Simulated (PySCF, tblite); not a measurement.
# C₂H₁₁FSSi₃: geometry, infrared bands and NMR shifts

Wanted: the infrared bands and NMR shifts of C₂H₁₁FSSi₃ (`C[SiH2]S[Si@@H]([SiH3])CF`), by calculation.

The runs use tblite 0.8.0 and PySCF 2.14.0, with density-fitted response routines of our own; the level of theory stands in each step. All values are computed, except where a source is named. Atoms count from 0, in the outputs and in this text.

### Step 1. Starting geometry

18 atoms, charge 0, multiplicity 1; geometry from: force field or distance geometry start.

Bonds of the start (Å): C0–Si1 1.85, Si1–S2 2.13, S2–Si3 2.16, Si3–Si4 2.31, Si3–C5 1.85, C5–F6 1.36, C0–H7 1.10, C0–H8 1.09, C0–H9 1.09, Si1–H10 1.49, Si1–H11 1.48, Si3–H12 1.51, Si4–H13 1.49, Si4–H14 1.50, Si4–H15 1.49, C5–H16 1.09, C5–H17 1.09.

### Step 2. Optimising the geometry with GFN2-xTB

Job settings and geometry (Å):

```
{"job": {"kind": "relax", "xc": "GFN2-xTB", "basis": "xTB"}, "charge": 0, "multiplicity": 1}
C      3.614600     0.649700    -0.436600
Si     1.930800     0.279000     0.234500
S      0.678600    -0.403100    -1.346200
Si    -1.111000    -0.716700    -0.174400
Si    -2.182200     1.244900     0.399100
C     -2.306900    -1.720700    -1.164000
F     -3.414100    -1.968600    -0.419200
H      3.565500     1.437900    -1.197100
H      4.067900    -0.235400    -0.888900
H      4.276100     1.002500     0.356000
H      2.013300    -0.793200     1.269400
H      1.324200     1.484000     0.841800
H     -0.710700    -1.470000     1.068100
H     -1.260600     2.131900     1.156800
H     -2.606200     1.980900    -0.835000
H     -3.382800     0.995400     1.246300
H     -1.879600    -2.683200    -1.449200
H     -2.625700    -1.208900    -2.070000
```

On the command line:

```console
$ OMP_NUM_THREADS=1 python probes_run.py task.json out
```

One launch serves the whole session: the jobs run in the order shown.

**Question.** This job is followed by: GFN2-xTB harmonic vibrations, gas phase; GIAO PBE0/pcSseg-1 NMR shielding, non-relativistic, gas phase. What will the session give for the following? strongest single infrared mode (GFN2-xTB); zero-point energy (GFN2-xTB); 13C shifts against TMS (PBE0/pcSseg-1); 1H shifts against TMS (PBE0/pcSseg-1, means over atoms taken as alike); 29Si shifts against TMS (PBE0/pcSseg-1); 33S shifts against CS2 (PBE0/pcSseg-1); 19F shifts against CFCl3 (PBE0/pcSseg-1).

**Answer**, as computed:

| quantity | value |
| --- | --- |
| strongest single infrared mode (GFN2-xTB) | 633 cm⁻¹, 408 km/mol |
| zero-point energy (GFN2-xTB) | 73.1 kcal/mol |
| 13C shifts against TMS (PBE0/pcSseg-1) | 81.0, -3.4 ppm |
| 1H shifts against TMS (PBE0/pcSseg-1, means over atoms taken as alike) | 5.40, 5.22, 5.00, 4.90, 4.88, 3.55, 0.52 ppm |
| 29Si shifts against TMS (PBE0/pcSseg-1) | -27.8, -29.9, -118.4 ppm |
| 33S shifts against CS2 (PBE0/pcSseg-1) | -318 ppm |
| 19F shifts against CFCl3 (PBE0/pcSseg-1) | -293.2 ppm |

In words: The optimisation took 77 steps and gained 0.207 eV; among the close pairs (by a distance rule), Si3–C5 changed most, from 1.849 to 1.918 Å. No mode is imaginary among the 48: a minimum at this level. The strongest single mode, at 633 cm⁻¹, moves mainly H12. Unscaled tight-binding wavenumbers are off by several per cent, some by more. Its intensities can rank the bands wrongly. The most deshielded carbon is C5 (sp3 CH2 bonded to F and Si), at 81.0 ppm: pulled downfield by the heteroatom. At PBE0/pcSseg-1: The widest tensor belongs to C5: span 126 ppm, with a paramagnetic part of -145 ppm.
